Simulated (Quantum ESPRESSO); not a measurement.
# AlSn (P-6m2) in Quantum ESPRESSO: reference runs

Reference runs on AlSn: the cell as given and a disturbed copy.

All numbers are computed with Quantum ESPRESSO 7.5; they aren't measurements. Logs are shortened: lines on timing, memory, paths and dates and some standing lists are left out, and cuts for length are marked.

### Step 1. The structure

Symmetry: P-6m2, No. 187, hexagonal system. Conventional cell: a = 4.198 Å, b = 4.198 Å, c = 3.307 Å, α = 90.00°, β = 90.00°, γ = 120.00°. Sn (site symmetry -6m2) has 6 Al at 2.93 Å and 2 Sn at 3.31 Å as nearest neighbours. Around Al (site symmetry -6m2) lie 6 Sn at 2.93 Å and 2 Al at 3.31 Å.

The cell comes from a database or a generator and needn't be the stable form of this composition.

### Step 2. Single point, PBEsol

File pw.in:

```
&CONTROL
  calculation = 'scf'
  prefix = 'pwscf'
  outdir = './tmp'
  pseudo_dir = './pseudo'
  tprnfor = .true.
  tstress = .true.
  disk_io = 'low'
/
&SYSTEM
  ibrav = 0
  celldm(1) = 8
  nat = 2
  ntyp = 2
  ecutwfc = 68
  ecutrho = 544
  nbnd = 15
  occupations = 'smearing'
  smearing = 'fd'
  degauss = 0.00367493
/
&ELECTRONS
  conv_thr = 4d-10
  electron_maxstep = 120
  mixing_beta = 0.5
/
ATOMIC_SPECIES
Sn   118.7100 sn_pbesol_v1.4.uspp.F.UPF
Al    26.9815 al_pbesol_v1.uspp.F.UPF
CELL_PARAMETERS alat
  0.9916587319908   0.0000000000000   0.0000000000000
 -0.4958293659836   0.8588016537730   0.0000000000000
  0.0000000000000   0.0000000000000   0.7811293957550
ATOMIC_POSITIONS crystal
Sn     0.3333333333    0.6666666667    0.5000000000
Al     0.0000000000    0.0000000000    0.0000000000
K_POINTS automatic
7 7 8 0 0 0
```

File pp_density.in:

```
&INPUTPP
  prefix = 'pwscf'
  outdir = './tmp'
  filplot = 'density.dat'
  plot_num = 0
/
&PLOT
  nfile = 1
  filepp(1) = 'density.dat'
  iflag = 3
  output_format = 6
  fileout = 'density.cube'
/
```

File pp_potential.in:

```
&INPUTPP
  prefix = 'pwscf'
  outdir = './tmp'
  filplot = 'potential.dat'
  plot_num = 11
/
&PLOT
  nfile = 1
  filepp(1) = 'potential.dat'
  iflag = 3
  output_format = 6
  fileout = 'potential.cube'
/
```

Potentials or basis: GBRV 1.5 PBEsol.

Started as:

```bash
$ OMP_NUM_THREADS=1 mpirun -n 2 pw.x -nk 2 -in pw.in > pw.out
$ OMP_NUM_THREADS=1 mpirun -n 1 pp.x -in pp_density.in > pp_density.out
$ OMP_NUM_THREADS=1 mpirun -n 1 pp.x -in pp_potential.in > pp_potential.out
```

pw.out:

```text
This program is part of the open-source Quantum ESPRESSO suite
     for quantum simulation of materials; please cite
[... 6 lines left out ...]
     using ibrav=0 with symmetry is DISCOURAGED, use correct ibrav instead

     K-points division:     npool     =       2
     Subspace diagonalization in iterative solution of the eigenvalue problem:
     a serial algorithm will be used

     G-vector sticks info
     --------------------
     sticks:   dense  smooth     PW     G-vecs:    dense   smooth      PW
     Sum        2347    1177    349                72953    25821    4097

     Using Slab Decomposition

     bravais-lattice index     =            0
     lattice parameter (alat)  =       8.0000  a.u.
     unit-cell volume          =     340.6027 (a.u.)^3
     number of atoms/cell      =            2
     number of atomic types    =            2
     number of electrons       =        17.00
     number of Kohn-Sham states=           15
     kinetic-energy cutoff     =      68.0000  Ry
     charge density cutoff     =     544.0000  Ry
     scf convergence threshold =      4.0E-10
     mixing beta               =       0.5000
     number of iterations used =            8  plain     mixing
     Exchange-correlation= SLA  PW   PSX  PSC
                           (   1   4  10   8   0   0   0)

     celldm(1)=   8.000000  celldm(2)=   0.000000  celldm(3)=   0.000000
     celldm(4)=   0.000000  celldm(5)=   0.000000  celldm(6)=   0.000000

     crystal axes: (cart. coord. in units of alat)
               a(1) = (   0.991659   0.000000   0.000000 )
               a(2) = (  -0.495829   0.858802   0.000000 )
               a(3) = (   0.000000   0.000000   0.781129 )

     reciprocal axes: (cart. coord. in units 2 pi/alat)
               b(1) = (  1.008411  0.582207 -0.000000 )
               b(2) = (  0.000000  1.164413  0.000000 )
               b(3) = (  0.000000 -0.000000  1.280198 )

     PseudoPot. # 1 for Sn read from file:
     sn_pbesol_v1.4.uspp.F.UPF
     Pseudo is Ultrasoft + core correction, Zval = 14.0
     Generated by new atomic code, or converted to UPF format
     Using radial grid of  891 points,  6 beta functions with:
                l(1) =   0
                l(2) =   0
                l(3) =   1
                l(4) =   1
                l(5) =   2
                l(6) =   2
     Q(r) pseudized with  8 coefficients,  rinner =    1.350   1.350   1.350
                                                       1.350   1.350

     PseudoPot. # 2 for Al read from file:
     al_pbesol_v1.uspp.F.UPF
     Pseudo is Ultrasoft + core correction, Zval =  3.0
     Generated by new atomic code, or converted to UPF format
     Using radial grid of  893 points,  3 beta functions with:
                l(1) =   0
                l(2) =   1
                l(3) =   2
     Q(r) pseudized with  8 coefficients,  rinner =    0.900   0.900   0.900
                                                       0.900   0.900

     atomic species   valence    mass     pseudopotential
     Sn               14.00   118.71000     Sn( 1.00)
     Al                3.00    26.98150     Al( 1.00)

     12 Sym. Ops. (no inversion) found

   Cartesian axes

     site n.     atom                  positions (alat units)
         1        Sn     tau(   1) = (  -0.0000000   0.5725344   0.3905647  )
         2        Al     tau(   2) = (   0.0000000   0.0000000   0.0000000  )

     number of k points=    40  Fermi-Dirac smearing, width (Ry)=  0.0037
                       cart. coord. in units 2pi/alat
        k(    1) = (   0.0000000   0.0000000   0.0000000), wk =   0.0051020
        k(    2) = (   0.0000000   0.0000000   0.1600247), wk =   0.0102041
        k(    3) = (   0.0000000   0.0000000   0.3200494), wk =   0.0102041
        k(    4) = (   0.0000000   0.0000000   0.4800741), wk =   0.0102041
        k(    5) = (   0.0000000   0.0000000  -0.6400988), wk =   0.0051020
        k(    6) = (   0.0000000   0.1663447   0.0000000), wk =   0.0306122
[... 32 lines left out ...]
        k(   39) = (   0.2881176   0.4990342   0.4800741), wk =   0.0612245
        k(   40) = (   0.2881176   0.4990342  -0.6400988), wk =   0.0306122

     Dense  grid:    72953 G-vectors     FFT dimensions: (  60,  60,  48)

     Smooth grid:    25821 G-vectors     FFT dimensions: (  45,  45,  36)

     Initial potential from superposition of free atoms

     starting charge      15.9976, renormalised to      17.0000
     Starting wfcs are   13 randomized atomic wfcs +    2 random wfcs

     Self-consistent Calculation

     iteration #  1     ecut=    68.00 Ry     beta= 0.50
     Davidson diagonalization with overlap
     ethr =  1.00E-02,  avg # of iterations =  8.2

     total energy              =    -165.26199670 Ry
     estimated scf accuracy    <       1.04916575 Ry

     iteration #  2     ecut=    68.00 Ry     beta= 0.50
     Davidson diagonalization with overlap
     ethr =  6.17E-03,  avg # of iterations =  2.0

     total energy              =    -165.55302038 Ry
     estimated scf accuracy    <       0.03298434 Ry

     iteration #  3     ecut=    68.00 Ry     beta= 0.50
     Davidson diagonalization with overlap
     ethr =  1.94E-04,  avg # of iterations =  3.3

     total energy              =    -165.55590273 Ry
     estimated scf accuracy    <       0.00348966 Ry

     iteration #  4     ecut=    68.00 Ry     beta= 0.50
     Davidson diagonalization with overlap
     ethr =  2.05E-05,  avg # of iterations =  5.1

     total energy              =    -165.55628334 Ry
     estimated scf accuracy    <       0.00029283 Ry

     iteration #  5     ecut=    68.00 Ry     beta= 0.50
     Davidson diagonalization with overlap
     c_bands:  1 eigenvalues not converged
     ethr =  1.72E-06,  avg # of iterations =  5.5

     total energy              =    -165.55634042 Ry
     estimated scf accuracy    <       0.00000366 Ry

     iteration #  6     ecut=    68.00 Ry     beta= 0.50
     Davidson diagonalization with overlap
     ethr =  2.15E-08,  avg # of iterations =  4.7

     total energy              =    -165.55634558 Ry
     estimated scf accuracy    <       0.00000019 Ry

     iteration #  7     ecut=    68.00 Ry     beta= 0.50
     Davidson diagonalization with overlap
     ethr =  1.12E-09,  avg # of iterations =  2.8

     total energy              =    -165.55634564 Ry
     estimated scf accuracy    <       0.00000001 Ry

     iteration #  8     ecut=    68.00 Ry     beta= 0.50
     Davidson diagonalization with overlap
     ethr =  8.04E-11,  avg # of iterations =  3.1

     total energy              =    -165.55634565 Ry
     estimated scf accuracy    <          1.5E-09 Ry

     iteration #  9     ecut=    68.00 Ry     beta= 0.50
     Davidson diagonalization with overlap
     ethr =  8.61E-12,  avg # of iterations =  2.2

     End of self-consistent calculation

          k = 0.0000 0.0000 0.0000 (  3257 PWs)   bands (ev):

   -13.5281 -13.4203 -13.4203 -13.4011 -13.4011  -2.6948   7.5623   7.5623
     8.4474  10.3703  10.9034  10.9034  12.9529  13.9718  19.2390

          k = 0.0000 0.0000 0.1600 (  3239 PWs)   bands (ev):

   -13.5020 -13.4192 -13.4192 -13.4106 -13.4106  -2.4761   7.7918   7.7918
     7.9398   8.9985  11.0768  11.0768  13.8432  15.6441  18.0234

          k = 0.0000 0.0000 0.3200 (  3220 PWs)   bands (ev):

   -13.4389 -13.4338 -13.4338 -13.4160 -13.4160  -1.8201   5.4141   8.4629
     8.4629   9.3964  11.5544  11.5544  14.3216  15.8848  15.8848

          k = 0.0000 0.0000 0.4801 (  3244 PWs)   bands (ev):

   -13.4566 -13.4566 -13.4131 -13.4131 -13.3755  -0.7443   3.0595   9.5107
     9.5107  10.3452  11.9491  11.9491  13.4066  14.2902  14.2902

          k = 0.0000 0.0000-0.6401 (  3232 PWs)   bands (ev):

   -13.4660 -13.4660 -13.4118 -13.4118 -13.3492   0.3187   1.5598  10.4878
    10.4878  11.3820  11.3820  11.5277  11.9017  14.6038  14.6039

          k = 0.0000 0.1663 0.0000 (  3250 PWs)   bands (ev):

   -13.5265 -13.4208 -13.4165 -13.4024 -13.4015  -2.4840   5.5677   7.0980
     9.4504  10.5828  11.2332  11.7796  13.3508  15.2334  17.8439

          k = 0.0000 0.1663 0.1600 (  3224 PWs)   bands (ev):

   -13.5004 -13.4196 -13.4155 -13.4120 -13.4108  -2.2654   5.7749   7.3266
     8.3738   9.7552  11.4940  11.9423  14.9352  15.8906  16.3730

          k = 0.0000 0.1663 0.3200 (  3221 PWs)   bands (ev):

   -13.4371 -13.4357 -13.4342 -13.4162 -13.4124  -1.6098   5.5707   6.5502
     7.9977  10.3038  11.9696  12.3327  13.3719  15.5345  16.2787

          k = 0.0000 0.1663 0.4801 (  3229 PWs)   bands (ev):

   -13.4590 -13.4571 -13.4134 -13.4096 -13.3733  -0.5356   3.2731   7.5328
     9.0582  10.7949  11.4761  12.1034  12.9122  14.5549  15.1859

          k = 0.0000 0.1663-0.6401 (  3252 PWs)   bands (ev):

   -13.4686 -13.4666 -13.4122 -13.4084 -13.3469   0.5201   1.7828   8.6151
     9.5054  10.0850  11.0443  12.5060  12.5386  15.1076  15.2238

          k = 0.0000 0.3327 0.0000 (  3238 PWs)   bands (ev):

   -13.5231 -13.4217 -13.4080 -13.4050 -13.4022  -1.8772   3.3806   6.4033
     8.8255  11.1898  13.3051  13.6904  14.2217  16.0043  17.3824

          k = 0.0000 0.3327 0.1600 (  3228 PWs)   bands (ev):

   -13.4968 -13.4206 -13.4150 -13.4120 -13.4068  -1.6592   3.5997   6.6326
     8.7808   9.3105  13.5898  13.7898  14.0504  16.3456  17.3197

          k = 0.0000 0.3327 0.3200 (  3229 PWs)   bands (ev):

   -13.4401 -13.4352 -13.4341 -13.4158 -13.4043  -1.0054   4.2399   6.3160
     7.3080   9.6411  11.2471  13.5261  14.2912  15.6217  16.5465

          k = 0.0000 0.3327 0.4801 (  3236 PWs)   bands (ev):

   -13.4644 -13.4584 -13.4147 -13.4018 -13.3680   0.0633   3.8760   5.3854
     8.3826   8.8975  10.7145  11.8713  13.6286  16.0509  16.0813
[... 83 lines left out ...]
   -13.5195 -13.4198 -13.4072 -13.4035 -13.4023  -0.7463   1.4850   4.8506
     9.9105  12.3533  14.1527  15.0068  15.2367  16.0978  16.3971

          k = 0.1441 0.5822 0.1600 (  3225 PWs)   bands (ev):

   -13.4931 -13.4197 -13.4165 -13.4134 -13.4012  -0.5316   1.7095   5.0768
     9.9070  10.5391  11.8555  15.1245  15.7771  16.2828  17.4579

          k = 0.1441 0.5822 0.3200 (  3222 PWs)   bands (ev):

   -13.4435 -13.4374 -13.4307 -13.4129 -13.3988   0.1129   2.3756   5.7429
     7.5427   9.2555  10.7834  12.6823  15.8846  16.7557  18.2567

          k = 0.1441 0.5822 0.4801 (  3212 PWs)   bands (ev):

   -13.4686 -13.4610 -13.4129 -13.3964 -13.3629   1.1624   3.4529   5.1603
     6.8265   7.0091  10.3961  11.8168  14.7557  17.5150  18.3605

          k = 0.1441 0.5822-0.6401 (  3204 PWs)   bands (ev):

   -13.4789 -13.4707 -13.4113 -13.3954 -13.3363   2.1242   3.7112   4.6585
     5.4306   7.9373   8.9269  13.0985  13.2069  18.1667  19.0484

          k = 0.2881 0.4990 0.0000 (  3202 PWs)   bands (ev):

   -13.5189 -13.4156 -13.4064 -13.4060 -13.4046  -0.6372   1.6270   4.0225
    12.4897  12.5184  12.7396  14.0624  15.1768  15.5114  16.7937

          k = 0.2881 0.4990 0.1600 (  3213 PWs)   bands (ev):

   -13.4924 -13.4179 -13.4151 -13.4130 -13.4048  -0.4224   1.8496   4.2504
    10.4070  11.8667  12.8052  12.9996  14.5658  15.8450  17.5783

          k = 0.2881 0.4990 0.3200 (  3214 PWs)   bands (ev):

   -13.4423 -13.4391 -13.4283 -13.4108 -13.4021   0.2219   2.5106   4.9252
     7.6891   9.3241  11.8962  13.3749  13.6026  16.3615  19.9862

          k = 0.2881 0.4990 0.4801 (  3215 PWs)   bands (ev):

   -13.4671 -13.4631 -13.4080 -13.4000 -13.3631   1.2696   3.5823   5.3094
     6.0108   7.0820   9.6352  14.2193  14.5205  16.7715  18.0482

          k = 0.2881 0.4990-0.6401 (  3220 PWs)   bands (ev):

   -13.4774 -13.4730 -13.4068 -13.3989 -13.3363   2.2203   3.8600   4.8164
     5.4917   7.1177   8.1405  14.8941  15.2551  16.5004  16.9212

     the Fermi energy is     7.7775 ev

!    total energy              =    -165.55634565 Ry
     estimated scf accuracy    <          1.8E-11 Ry
     smearing contrib. (-TS)   =      -0.00028717 Ry
     internal energy E=F+TS    =    -165.55605849 Ry

     The total energy is F=E-TS. E is the sum of the following terms:
     one-electron contribution =     -75.05205330 Ry
     hartree contribution      =      47.74776016 Ry
     xc contribution           =     -46.72029712 Ry
     ewald contribution        =     -91.53146823 Ry

     convergence has been achieved in   9 iterations

     Forces acting on atoms (cartesian axes, Ry/au):

     atom    1 type  1   force =     0.00000000    0.00000000    0.00000000
     atom    2 type  2   force =     0.00000000    0.00000000    0.00000000

     Total force =     0.000000     Total SCF correction =     0.000000

     Computing stress (Cartesian axis) and pressure

          total   stress  (Ry/bohr**3)                   (kbar)     P=      -19.66
  -0.00013703   0.00000000   0.00000000          -20.16        0.00        0.00
   0.00000000  -0.00013703   0.00000000            0.00      -20.16        0.00
   0.00000000   0.00000000  -0.00012686            0.00        0.00      -18.66

=------------------------------------------------------------------------------=
   JOB DONE.
=------------------------------------------------------------------------------=
```

Wall time 22 s (2 MPI ranks of Arm Neoverse V2, shared host); peak memory 0.44 GiB.

Results:

```
Free energy            : -2252.5088 eV
Pressure               : -2.0 GPa
Band gap on the k mesh : none (metal or under the smearing width)
```

Stress tensor (GPa, compression positive):
```
-2.02  0.00  0.00
 0.00 -2.02  0.00
 0.00  0.00 -1.87
```

### Step 3. Single point, PBEsol (atoms moved at random, drawn with an rms of 0.05 Å)

File pw.in:

```
&CONTROL
  calculation = 'scf'
  prefix = 'pwscf'
  outdir = './tmp'
  pseudo_dir = './pseudo'
  tprnfor = .true.
  tstress = .true.
  disk_io = 'nowf'
/
&SYSTEM
  ibrav = 0
  nat = 2
  ntyp = 2
  ecutwfc = 68
  ecutrho = 544
  nbnd = 15
  occupations = 'smearing'
  smearing = 'fd'
  degauss = 0.00367493
/
&ELECTRONS
  conv_thr = 4d-10
  electron_maxstep = 120
  mixing_beta = 0.5
/
ATOMIC_SPECIES
Sn   118.7100 sn_pbesol_v1.4.uspp.F.UPF
Al    26.9815 al_pbesol_v1.uspp.F.UPF
CELL_PARAMETERS angstrom
   4.1981056157    0.0000000000    0.0000000000
  -2.0990528078    3.6356661109    0.0000000000
   0.0000000000    0.0000000000    3.3068470000
ATOMIC_POSITIONS crystal
Sn     0.3314630000    0.6605900000    0.4958650000
Al     0.0056420000    0.0042750000   -0.0054530000
K_POINTS automatic
7 7 8 0 0 0
```

Potentials or basis: GBRV 1.5 PBEsol.

Started as:

```bash
$ OMP_NUM_THREADS=1 mpirun -n 2 pw.x -nk 2 -in pw.in > pw.out
```

Wall time 73 s (2 MPI ranks of Arm Neoverse V2, shared host); peak memory 0.54 GiB.

It converged, with:

| Property | Result |
| --- | --- |
| Free energy | -2252.5061 eV |
| Pressure | -2.0 GPa |
| Largest force | 0.143 eV/Å |
| Band gap on the k mesh | none (metal or under the smearing width) |

Forces in eV/Å, atoms in the order of the input:
```
Sn   0.032  0.139 -0.007
Al  -0.032 -0.139  0.007
```

Stress tensor (GPa, compression positive):
```
-2.40 -0.10  0.00
-0.10 -1.61 -0.01
 0.00 -0.01 -1.87
```

Levels at points of the mesh, in eV from the Fermi level:
```tsv
k point	band 5	band 6	band 7	band 8	band 9	band 10	band 11	band 12
(0.00, 0.00, 0.00)	-21.17	-10.47	-0.29	-0.13	0.67	2.60	3.03	3.23
(0.00, 0.00, -0.50)	-21.12	-7.46	-6.21	2.65	2.78	3.57	3.64	3.76
```
